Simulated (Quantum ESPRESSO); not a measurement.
# Pd in Quantum ESPRESSO: notebook

Aim: see how the results for Pd move with the level of theory and the settings. Levels: RPBE, revPBE, AM05. Tasks: work function.

All numbers are computed with Quantum ESPRESSO 7.5; they aren't measurements. Logs are shortened: lines on timing, memory, paths and dates and some standing lists are left out, and cuts for length are marked.

**1. Starting point**

The cell holds a slab with vacuum, 5 atoms: a = 2.751 Å, b = 2.751 Å, c = 23.983 Å, α = 90.00°, β = 90.00°, γ = 120.00°.

The slab is cut from a database's or a generator's crystal, which needn't be the stable form of the element.

**2. Work function, RPBE**

The input, pw.in:

```
&CONTROL
  calculation = 'scf'
  prefix = 'pwscf'
  outdir = './tmp'
  pseudo_dir = './pseudo'
  tprnfor = .true.
  disk_io = 'low'
/
&SYSTEM
  ibrav = 0
  celldm(1) = 8
  nat = 5
  ntyp = 1
  ecutwfc = 70
  nbnd = 58
  input_dft = 'rpbe'
  occupations = 'smearing'
  smearing = 'fd'
  degauss = 0.00367493
/
&ELECTRONS
  conv_thr = 5d-09
  electron_maxstep = 150
  mixing_beta = 0.3
  mixing_mode = 'local-TF'
/
ATOMIC_SPECIES
Pd   106.4200 Pd_ONCV_PBE-1.2.upf
CELL_PARAMETERS alat
  0.6497123980372   0.0000000000000   0.0000000000000
 -0.3248561990186   0.5626674418539  -0.0000000000000
  0.0000000000000   0.0000000000000   5.6651882900083
ATOMIC_POSITIONS crystal
Pd     0.6666666667    0.3333333333    0.3127200988
Pd     0.3333333333    0.6666666667    0.4063600494
Pd     0.0000000000    0.0000000000    0.5000000000
Pd     0.6666666667    0.3333333333    0.5936399506
Pd     0.3333333333    0.6666666667    0.6872799012
K_POINTS automatic
9 9 1 0 0 0
```

The input, pp_density.in:

```
&INPUTPP
  prefix = 'pwscf'
  outdir = './tmp'
  filplot = 'density.dat'
  plot_num = 0
/
&PLOT
  nfile = 1
  filepp(1) = 'density.dat'
  iflag = 3
  output_format = 6
  fileout = 'density.cube'
/
```

The input, pp_potential.in:

```
&INPUTPP
  prefix = 'pwscf'
  outdir = './tmp'
  filplot = 'potential.dat'
  plot_num = 11
/
&PLOT
  nfile = 1
  filepp(1) = 'potential.dat'
  iflag = 3
  output_format = 6
  fileout = 'potential.cube'
/
```

The input, pp_elf.in:

```
&INPUTPP
  prefix = 'pwscf'
  outdir = './tmp'
  filplot = 'elf.dat'
  plot_num = 8
/
&PLOT
  nfile = 1
  filepp(1) = 'elf.dat'
  iflag = 3
  output_format = 6
  fileout = 'elf.cube'
/
```

Potentials or basis: SG15 PBE 1.2.

Started as:

```sh
$ OMP_NUM_THREADS=1 mpirun -n 2 pw.x -nk 2 -in pw.in > pw.out
$ OMP_NUM_THREADS=1 mpirun -n 1 pp.x -in pp_density.in > pp_density.out
$ OMP_NUM_THREADS=1 mpirun -n 1 pp.x -in pp_potential.in > pp_potential.out
$ OMP_NUM_THREADS=1 mpirun -n 1 pp.x -in pp_elf.in > pp_elf.out
```

pw.out:

```text
This program is part of the open-source Quantum ESPRESSO suite
     for quantum simulation of materials; please cite
         "P. Giannozzi et al., J. Phys.:Condens. Matter 21 395502 (2009);
         "P. Giannozzi et al., J. Phys.:Condens. Matter 29 465901 (2017);
         "P. Giannozzi et al., J. Chem. Phys. 152 154105 (2020);
     in publications or presentations arising from this work. More details at

     IMPORTANT: XC functional enforced from input :
     Exchange-correlation= RPBE
                           (   1   4  44   4   0   0   0)
     Any further DFT definition will be discarded
     Please, verify this is what you really want

     Message from routine setup:
[... 7 lines left out ...]
     --------------------
     sticks:   dense  smooth     PW     G-vecs:    dense   smooth      PW
     Sum         511     511    163                83719    83719   13891

     Using Slab Decomposition

     bravais-lattice index     =            0
     lattice parameter (alat)  =       8.0000  a.u.
     unit-cell volume          =    1060.3696 (a.u.)^3
     number of atoms/cell      =            5
     number of atomic types    =            1
     number of electrons       =        90.00
     number of Kohn-Sham states=           58
     kinetic-energy cutoff     =      70.0000  Ry
     charge density cutoff     =     280.0000  Ry
     scf convergence threshold =      5.0E-09
     mixing beta               =       0.3000
     number of iterations used =            8  local-TF  mixing
     Exchange-correlation= RPBE
                           (   1   4  44   4   0   0   0)

     celldm(1)=   8.000000  celldm(2)=   0.000000  celldm(3)=   0.000000
     celldm(4)=   0.000000  celldm(5)=   0.000000  celldm(6)=   0.000000

     crystal axes: (cart. coord. in units of alat)
               a(1) = (   0.649712   0.000000   0.000000 )
               a(2) = (  -0.324856   0.562667  -0.000000 )
               a(3) = (   0.000000   0.000000   5.665188 )

     reciprocal axes: (cart. coord. in units 2 pi/alat)
               b(1) = (  1.539143  0.888624 -0.000000 )
               b(2) = (  0.000000  1.777249  0.000000 )
               b(3) = ( -0.000000  0.000000  0.176517 )

     PseudoPot. # 1 for Pd read from file:
     Pd_ONCV_PBE-1.2.upf
     Pseudo is Norm-conserving, Zval = 18.0
     Generated using ONCVPSP code by D. R. Hamann
     Using radial grid of  602 points,  6 beta functions with:
                l(1) =   0
                l(2) =   0
                l(3) =   1
                l(4) =   1
                l(5) =   2
                l(6) =   2

     atomic species   valence    mass     pseudopotential
     Pd               18.00   106.42000     Pd( 1.00)

     12 Sym. Ops., with inversion, found

   Cartesian axes

     site n.     atom                  positions (alat units)
         1        Pd     tau(   1) = (   0.3248562   0.1875558   1.7716182  )
         2        Pd     tau(   2) = (  -0.0000000   0.3751116   2.3021062  )
         3        Pd     tau(   3) = (   0.0000000   0.0000000   2.8325941  )
         4        Pd     tau(   4) = (   0.3248562   0.1875558   3.3630821  )
         5        Pd     tau(   5) = (  -0.0000000   0.3751116   3.8935700  )

     number of k points=    12  Fermi-Dirac smearing, width (Ry)=  0.0037
                       cart. coord. in units 2pi/alat
        k(    1) = (   0.0000000   0.0000000   0.0000000), wk =   0.0246914
        k(    2) = (   0.0000000   0.1974721   0.0000000), wk =   0.1481481
        k(    3) = (   0.0000000   0.3949442   0.0000000), wk =   0.1481481
        k(    4) = (   0.0000000   0.5924162   0.0000000), wk =   0.1481481
        k(    5) = (   0.0000000   0.7898883   0.0000000), wk =   0.1481481
        k(    6) = (   0.1710158   0.2962081   0.0000000), wk =   0.1481481
        k(    7) = (   0.1710158   0.4936802   0.0000000), wk =   0.2962963
        k(    8) = (   0.1710158   0.6911523   0.0000000), wk =   0.2962963
        k(    9) = (   0.1710158   0.8886244   0.0000000), wk =   0.1481481
        k(   10) = (   0.3420317   0.5924162   0.0000000), wk =   0.1481481
        k(   11) = (   0.3420317   0.7898883   0.0000000), wk =   0.2962963
        k(   12) = (   0.5130475   0.8886244   0.0000000), wk =   0.0493827

     Dense  grid:    83719 G-vectors     FFT dimensions: (  27,  27, 243)

     Initial potential from superposition of free atoms

     starting charge      89.7763, renormalised to      90.0000

     negative rho (up, down):  2.656E-04 0.000E+00
     Starting wfcs are random

     Self-consistent Calculation

     iteration #  1     ecut=    70.00 Ry     beta= 0.30
     Davidson diagonalization with overlap
     ethr =  1.00E-02,  avg # of iterations = 10.8

     Threshold (ethr) on eigenvalues was too large:
     Diagonalizing with lowered threshold

     Davidson diagonalization with overlap
     ethr =  2.77E-04,  avg # of iterations =  2.5

     negative rho (up, down):  1.889E-07 0.000E+00

     total energy              =   -1267.17526673 Ry
     estimated scf accuracy    <       0.25916859 Ry

     iteration #  2     ecut=    70.00 Ry     beta= 0.30
     Davidson diagonalization with overlap
     ethr =  2.88E-04,  avg # of iterations =  1.5

     total energy              =   -1267.17073961 Ry
     estimated scf accuracy    <       0.24431946 Ry

     iteration #  3     ecut=    70.00 Ry     beta= 0.30
     Davidson diagonalization with overlap
     ethr =  2.71E-04,  avg # of iterations =  1.0

     total energy              =   -1267.13363236 Ry
     estimated scf accuracy    <       0.18082980 Ry

     iteration #  4     ecut=    70.00 Ry     beta= 0.30
     Davidson diagonalization with overlap
     ethr =  2.01E-04,  avg # of iterations =  3.2

     total energy              =   -1267.14588745 Ry
     estimated scf accuracy    <       0.02329346 Ry

     iteration #  5     ecut=    70.00 Ry     beta= 0.30
     Davidson diagonalization with overlap
     ethr =  2.59E-05,  avg # of iterations =  4.8

     total energy              =   -1267.14364560 Ry
     estimated scf accuracy    <       0.01569264 Ry

     iteration #  6     ecut=    70.00 Ry     beta= 0.30
     Davidson diagonalization with overlap
     ethr =  1.74E-05,  avg # of iterations =  4.2

     total energy              =   -1267.14379957 Ry
     estimated scf accuracy    <       0.00585080 Ry

     iteration #  7     ecut=    70.00 Ry     beta= 0.30
     Davidson diagonalization with overlap
     ethr =  6.50E-06,  avg # of iterations =  5.1
[... 56 lines left out ...]
     iteration # 14     ecut=    70.00 Ry     beta= 0.30
     Davidson diagonalization with overlap
     ethr =  1.04E-08,  avg # of iterations =  6.6

     negative rho (up, down):  1.744E-04 0.000E+00

     total energy              =   -1267.14182591 Ry
     estimated scf accuracy    <       0.00000060 Ry

     iteration # 15     ecut=    70.00 Ry     beta= 0.30
     Davidson diagonalization with overlap
     ethr =  6.62E-10,  avg # of iterations =  3.1

     negative rho (up, down):  1.375E-05 0.000E+00

     total energy              =   -1267.14182592 Ry
     estimated scf accuracy    <       0.00000019 Ry

     iteration # 16     ecut=    70.00 Ry     beta= 0.30
     Davidson diagonalization with overlap
     ethr =  2.13E-10,  avg # of iterations =  5.8

     negative rho (up, down):  4.511E-06 0.000E+00

     total energy              =   -1267.14182612 Ry
     estimated scf accuracy    <       0.00000001 Ry

     iteration # 17     ecut=    70.00 Ry     beta= 0.30
     Davidson diagonalization with overlap
     ethr =  1.24E-11,  avg # of iterations =  2.4

     End of self-consistent calculation

          k = 0.0000 0.0000 0.0000 ( 10345 PWs)   bands (ev):

   -77.4223 -77.3706 -77.3634 -76.9924 -76.9924 -43.3003 -43.1412 -43.0132
   -42.9912 -42.9912 -42.9407 -42.9407 -42.9320 -42.9320 -42.6428 -42.6428
   -42.6428 -42.6428 -42.5606 -42.5593   0.0356   0.8732   1.5237   1.8144
     1.8858   3.8836   3.9731   3.9857   3.9857   4.0613   4.0613   4.1821
     4.1821   4.4174   4.4446   4.4446   4.4723   4.4723   5.5431   5.5431
     5.6619   5.6716   5.6716   6.0217   6.0217   6.4878   6.4878   6.7178
     6.7178   7.5075   8.2100  11.5568  11.9542  12.9691  14.6029  15.4241
    17.2458  18.0147

          k = 0.0000 0.1975 0.0000 ( 10400 PWs)   bands (ev):

   -77.4174 -77.3663 -77.3598 -76.9882 -76.9882 -43.2887 -43.1415 -43.0279
   -43.0183 -43.0016 -42.9719 -42.9664 -42.9499 -42.9399 -42.6791 -42.6790
   -42.6517 -42.6517 -42.5567 -42.5559   0.4191   1.2381   1.8363   2.1470
     2.1982   3.6141   3.7098   3.7882   4.0489   4.1087   4.2230   4.2356
     4.2546   4.3811   4.4309   4.4872   4.6481   4.7151   4.8735   5.3514
     5.3710   5.6753   5.6991   5.8733   6.0239   6.1396   6.4911   6.7348
     7.0331   8.4695   9.4071  11.8811  12.3141  13.2638  14.9228  15.5850
    17.5600  18.2519

          k = 0.0000 0.3949 0.0000 ( 10462 PWs)   bands (ev):

   -77.4049 -77.3555 -77.3507 -76.9775 -76.9775 -43.2607 -43.1689 -43.0929
   -43.0748 -43.0564 -43.0277 -43.0029 -42.9731 -42.9599 -42.7693 -42.7688
   -42.6743 -42.6743 -42.5480 -42.5476   1.3455   1.9655   2.2949   2.6461
     2.8054   3.0295   3.3509   3.5214   3.6372   4.1186   4.2161   4.3538
     4.4304   4.5169   4.7531   4.8466   4.9395   4.9424   5.1088   5.2606
     5.3555   5.5341   5.6802   5.7799   6.0467   6.4880   6.6470   6.7703
     8.1454   9.9325  11.3002  12.8275  13.4030  14.1107  15.8705  16.1820
    18.5026  18.9767

          k = 0.0000 0.5924 0.0000 ( 10498 PWs)   bands (ev):

   -77.3905 -77.3431 -77.3405 -76.9654 -76.9654 -43.2545 -43.2503 -43.1781
   -43.1450 -43.0806 -43.0569 -43.0260 -42.9993 -42.9828 -42.8674 -42.8665
   -42.6999 -42.6998 -42.5389 -42.5387   1.8510   1.9574   2.1887   2.2975
     2.5434   2.7519   2.8671   3.5514   3.8510   4.1322   4.2885   4.4191
     4.5274   4.8412   5.1658   5.4663   5.6780   5.8438   5.8896   6.0737
     6.0779   6.2379   6.3707   6.4010   6.4568   6.5386   6.8163   7.5576
     9.4243  11.4821  13.2607  14.3152  15.1180  15.4505  16.8226  17.2984
    17.4211  18.0231

          k = 0.0000 0.7899 0.0000 ( 10502 PWs)   bands (ev):
[... 56 lines left out ...]
   -77.3841 -77.3376 -77.3360 -76.9600 -76.9600 -43.2544 -43.2432 -43.1848
   -43.1645 -43.0795 -43.0753 -43.0654 -43.0481 -43.0145 -42.8722 -42.8719
   -42.7507 -42.7505 -42.5345 -42.5345   2.3620   2.3665   2.6031   2.8084
     2.9462   3.0405   3.2212   3.4273   3.6151   3.6732   3.9630   4.1285
     4.4565   4.5581   4.5800   4.6904   5.0110   5.3485   5.4626   5.8075
     5.8742   6.2971   6.7270   6.7581   6.9067   8.1990   8.4853   9.2879
    10.7887  12.6591  14.3889  15.2815  16.1942  16.3925  17.3045  17.3197
    18.0214  18.1889

          k = 0.3420 0.7899 0.0000 ( 10524 PWs)   bands (ev):

   -77.3768 -77.3314 -77.3310 -76.9539 -76.9539 -43.2792 -43.2509 -43.2119
   -43.1700 -43.1177 -43.0934 -43.0826 -43.0650 -43.0373 -42.8944 -42.8939
   -42.7901 -42.7898 -42.5299 -42.5299   2.1993   2.4256   2.5799   2.7290
     2.9322   3.0152   3.1800   3.3727   3.5205   3.7601   4.1138   4.2711
     4.4909   4.5857   4.9422   5.0400   5.1205   5.4267   5.7475   5.8953
     6.0925   6.4107   6.6439   6.7401   6.9002  10.4176  10.9256  11.7318
    12.8420  13.6495  14.6820  15.0472  15.5677  16.2387  16.6549  17.2732
    17.5462  17.7582

          k = 0.5130 0.8886 0.0000 ( 10473 PWs)   bands (ev):

   -77.3743 -77.3293 -77.3293 -76.9518 -76.9518 -43.2366 -43.2366 -43.2280
   -43.1623 -43.1554 -43.1554 -43.0659 -43.0659 -43.0604 -42.8600 -42.8597
   -42.8481 -42.8481 -42.5282 -42.5282   2.6085   2.6085   2.6284   3.0103
     3.0554   3.0554   3.2317   3.4815   3.4815   3.9481   4.1082   4.1082
     4.5291   4.5685   4.5685   4.5732   5.3250   5.3250   5.5301   5.6508
     6.3428   6.3428   6.5172   6.5890   6.5890  13.0652  13.0652  13.2306
    13.5952  13.9843  13.9843  14.9972  14.9972  15.5338  16.1823  16.2082
    16.2082  18.2918

     the Fermi energy is     6.7652 ev

!    total energy              =   -1267.14182611 Ry
     estimated scf accuracy    <          3.1E-09 Ry
     smearing contrib. (-TS)   =      -0.00794681 Ry
     internal energy E=F+TS    =   -1267.13387930 Ry

     The total energy is F=E-TS. E is the sum of the following terms:
     one-electron contribution =   -9914.23160853 Ry
     hartree contribution      =    4970.54577093 Ry
     xc contribution           =    -124.52224438 Ry
     ewald contribution        =    3801.07420268 Ry

     convergence has been achieved in  17 iterations

     Forces acting on atoms (cartesian axes, Ry/au):

     atom    1 type  1   force =     0.00000000    0.00000000   -0.02034116
     atom    2 type  1   force =    -0.00000000   -0.00000000    0.00329032
     atom    3 type  1   force =     0.00000000   -0.00000000    0.00000000
     atom    4 type  1   force =     0.00000000    0.00000000   -0.00329032
     atom    5 type  1   force =     0.00000000   -0.00000000    0.02034116

     Total force =     0.029141     Total SCF correction =     0.000287

=------------------------------------------------------------------------------=
   JOB DONE.
=------------------------------------------------------------------------------=
```

Wall time 7 min (2 MPI ranks of Intel Xeon at 2.50GHz (Skylake/Cascade Lake), shared host); peak memory 0.44 GiB.

What came out:

```yaml
Free_energy: -17240.3428 eV
Largest_force: 0.523 eV/Å
Band_gap_on_the_k_mesh: none (metal or under the smearing width)
Work_function_of_the_upper_face: 5.06 eV
Work_function_of_the_lower_face: 5.06 eV
```

Forces in eV/Å, atoms in the order of the input:
```
Pd   0.000  0.000 -0.523
Pd   0.000  0.000  0.085
Pd   0.000  0.000  0.000
Pd   0.000  0.000 -0.085
Pd   0.000  0.000  0.523
```

Caveat: the potentials were made for another functional, which shifts forces and pressure.

(Part 1 of 3 ends here.)
